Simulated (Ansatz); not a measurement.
# C3H9ClO3Ti: small, medium and large basis sets

The task here is to estimate one member of a computed series from the others.

Method: one geometry, several basis sets; program: Ansatz 0.2.0, Gaussian basis.

Levels to be run: PBE0-D4/def2-SVP; ωB97M-V/def2-SVP; PBE0-D4/def2-QZVPP; ωB97M-V/def2-QZVPP; the functionals' def2-TZVPP values are taken from earlier runs.

## The geometry

The geometry comes from an earlier relaxation with PBE0-D4 in a triple-zeta def2 set; it is a stationary point, not always the lowest conformer.

SMILES `C[O][Ti]([Cl])([O]C)[O]C`, 17 atoms, charge 0, spin multiplicity 1.

Atoms are counted from 1 here; the program's logs count them from 0.

Bond lengths: C1–O2 1.393 Å, C1–H9 1.094 Å, C1–H10 1.094 Å, C1–H11 1.095 Å, O2–Ti3 1.769 Å, Ti3–Cl4 2.239 Å, Ti3–O5 1.769 Å, Ti3–O7 1.769 Å, O5–C6 1.393 Å, C6–H12 1.095 Å, C6–H13 1.094 Å, C6–H14 1.094 Å, O7–C8 1.393 Å, C8–H15 1.095 Å, C8–H16 1.094 Å, C8–H17 1.094 Å. Angles: O2–C1–H9 109.8°, O2–C1–H10 109.9°, O2–C1–H11 111.0°, H9–C1–H10 108.6°, H9–C1–H11 108.7°, H10–C1–H11 108.8°, C1–O2–Ti3 148.6°, O2–Ti3–Cl4 109.6°, O2–Ti3–O5 109.4°, O2–Ti3–O7 109.4°, Cl4–Ti3–O5 109.6°, Cl4–Ti3–O7 109.6°, O5–Ti3–O7 109.4°, Ti3–O5–C6 148.6°, O5–C6–H12 111.0°, O5–C6–H13 109.8°, O5–C6–H14 109.9°, H12–C6–H13 108.7° and more.

The first run:

in.yaml reads:

```yaml
crystal:
  periodic: [false, false, false]
  atoms:
    - {symbol: C, position_ang: [0.888371, 0.381940, 2.651839]}
    - {symbol: O, position_ang: [1.076715, 0.066690, 1.307872]}
    - {symbol: Ti, position_ang: [0.482665, -0.735761, -0.151932]}
    - {symbol: Cl, position_ang: [1.692571, -2.580088, -0.538797]}
    - {symbol: O, position_ang: [0.626419, 0.366562, -1.527505]}
    - {symbol: C, position_ang: [1.148269, 1.544329, -2.058177]}
    - {symbol: O, position_ang: [-1.215325, -1.177343, 0.071195]}
    - {symbol: C, position_ang: [-2.512742, -1.206693, -0.435714]}
    - {symbol: H, position_ang: [1.615710, -0.159195, 3.264616]}
    - {symbol: H, position_ang: [1.033368, 1.455707, 2.805710]}
    - {symbol: H, position_ang: [-0.120288, 0.111299, 2.981616]}
    - {symbol: H, position_ang: [1.629862, 2.146465, -1.280428]}
    - {symbol: H, position_ang: [1.888609, 1.307332, -2.828298]}
    - {symbol: H, position_ang: [0.346966, 2.133664, -2.514585]}
    - {symbol: H, position_ang: [-2.589450, -0.615208, -1.354225]}
    - {symbol: H, position_ang: [-3.210068, -0.801202, 0.303881]}
    - {symbol: H, position_ang: [-2.800754, -2.238899, -0.656969]}
basis:
  gaussian: {orbitals: def2-SVP}
hamiltonian: {xc: pbe0, dispersion: d4}
output: {orbitals: {seedname: orbitals}}
```

Command:

```sh
$ ansatz run in.yaml --threads 4 --pin off --events-out ev --progress --plain --max-ram 66560MiB --backend cpu
```

Among the steps run: PBE0-D4 in def2-SVP; ωB97M-V in def2-SVP; PBE0-D4 in def2-QZVPP; ωB97M-V in def2-QZVPP.

One table of the session follows, with a row left open; its other results are not shown here.

It belongs to the step «Density functionals: the series». 

```
functional       basis  HOMO (eV)
   PBE0-D4    def2-SVP          ?
   PBE0-D4  def2-TZVPP      -8.10
   PBE0-D4  def2-QZVPP      -8.12
   ωB97M-V    def2-SVP     -10.10
   ωB97M-V  def2-TZVPP     -10.37
   ωB97M-V  def2-QZVPP     -10.41
```

Estimate the missing values for PBE0-D4, def2-SVP.

**Answer.** HOMO (eV): -7.87. In the column «HOMO (eV)» it is the highest.
